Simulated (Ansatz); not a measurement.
# CrBrO: the cost of one run

Method: DFT LDA+U (U_eff = 1 eV on Cr d), plane waves, PAW, in Ansatz 0.2.0.

## (1) The structure to begin with

It takes space group Pmmn (No. 59, orthorhombic). The conventional cell has a = 3.232 Å, b = 3.863 Å, c = 8.360 Å, α = 90.00°, β = 90.00°, γ = 90.00°. Cr (site symmetry mm2) has 4 O at 1.98 to 2.01 Å and 2 Br at 2.44 Å as nearest neighbours. Around Br (site symmetry mm2) lie 2 Cr at 2.44 Å. O (site symmetry mm2) has 4 Cr at 1.98 to 2.01 Å as nearest neighbours.

As a file:

```cif
data_structure
_symmetry_space_group_name_H-M 'Pmmn:1'
_symmetry_Int_Tables_number 59
_cell_length_a 3.2320
_cell_length_b 3.8630
_cell_length_c 8.3600
_cell_angle_alpha 90.000
_cell_angle_beta 90.000
_cell_angle_gamma 90.000
_cell_volume 104.38
loop_
_atom_site_label
_atom_site_type_symbol
_atom_site_symmetry_multiplicity
_atom_site_Wyckoff_symbol
_atom_site_fract_x
_atom_site_fract_y
_atom_site_fract_z
_atom_site_occupancy
Cr1 Cr 2 a 0.50000 0.50000 0.10200 1
Br1 Br 2 b 0.00000 0.50000 0.32000 1
O1 O 2 b 0.00000 0.50000 0.96500 1
```

Magnetic order typed: opposed in the cell.

An earlier series on this cell reached its lowest free state from «from atoms, default search», perhaps among other starts.

## (2) Random orbitals: single harmonics, second filling

input.yaml

```yaml
crystal:
  lattice:
    - [3.23199994, 0.0, 0.0]
    - [0.0, 3.86299993, 0.0]
    - [0.0, 0.0, 8.35999985]
  atoms:
    - { symbol: Cr, position: [0.5, 0.5, 0.102], spin: 1.0 }
    - { symbol: Cr, position: [0.0, 0.0, 0.898], spin: -1.0 }
    - { symbol: Br, position: [0.0, 0.5, 0.32] }
    - { symbol: Br, position: [0.5, 0.0, 0.68] }
    - { symbol: O, position: [0.0, 0.5, 0.965] }
    - { symbol: O, position: [0.5, 0.0, 0.035] }
basis:
  ecutwfc: 420
  ecutrho_ratio: 4
kpoints:
  mp_grid: { grid: [6, 5, 3] }
hamiltonian:
  xc: lda
  hubbard:
    sites:
      - { site: 0, l: d, u_eff: 1.0, starting_ns: [{ spin: up, occupation_matrix: s0up }, { spin: down, occupation_matrix: s0down }] }
      - { site: 1, l: d, u_eff: 1.0, starting_ns: [{ spin: up, occupation_matrix: s1up }, { spin: down, occupation_matrix: s1down }] }
    occupation_matrices:
      s0up:
        matrix:
          - [0.97, 0.0, 0.0, 0.0, 0.0]
          - [0.0, 0.02, 0.0, 0.0, 0.0]
          - [0.0, 0.0, 0.02, 0.0, 0.0]
          - [0.0, 0.0, 0.0, 0.97, 0.0]
          - [0.0, 0.0, 0.0, 0.0, 0.02]
      s0down:
        matrix:
          - [0.02, 0.0, 0.0, 0.0, 0.0]
          - [0.0, 0.02, 0.0, 0.0, 0.0]
          - [0.0, 0.0, 0.02, 0.0, 0.0]
          - [0.0, 0.0, 0.0, 0.97, 0.0]
          - [0.0, 0.0, 0.0, 0.0, 0.02]
      s1up:
        matrix:
          - [0.02, 0.0, 0.0, 0.0, 0.0]
          - [0.0, 0.02, 0.0, 0.0, 0.0]
          - [0.0, 0.0, 0.02, 0.0, 0.0]
          - [0.0, 0.0, 0.0, 0.97, 0.0]
          - [0.0, 0.0, 0.0, 0.0, 0.02]
      s1down:
        matrix:
          - [0.97, 0.0, 0.0, 0.0, 0.0]
          - [0.0, 0.02, 0.0, 0.0, 0.0]
          - [0.0, 0.0, 0.02, 0.0, 0.0]
          - [0.0, 0.0, 0.0, 0.97, 0.0]
          - [0.0, 0.0, 0.0, 0.0, 0.02]
    ns_hold: { iters: 5 }
scf:
  occupations: { method: gaussian, width: 0.05 }
  lower_state_search: "off"
  max_iter: 150
output:
  forces: true
  stress: true
  eigenvalues: true
  populations: true
  hubbard: { sites: [{ site: 0, l: d }, { site: 1, l: d }] }
magnetization:
  spin_polarized: true
```

The typed matrices put 0.97 on the chosen orbitals and 0.02 on the others, and are held for 5 cycles.

On the command line:

```
ansatz run input.yaml --threads 4 --pin off --max-ram 6144MiB --backend cpu --events-out ev --progress --plain --runs-dir out
```

**Question.** How long does this run take on 4 threads of Intel Xeon Platinum 8488C (Sapphire Rapids), shared host, and how much memory does it need?

About 6.5 s, with a peak of 0.56 GiB.
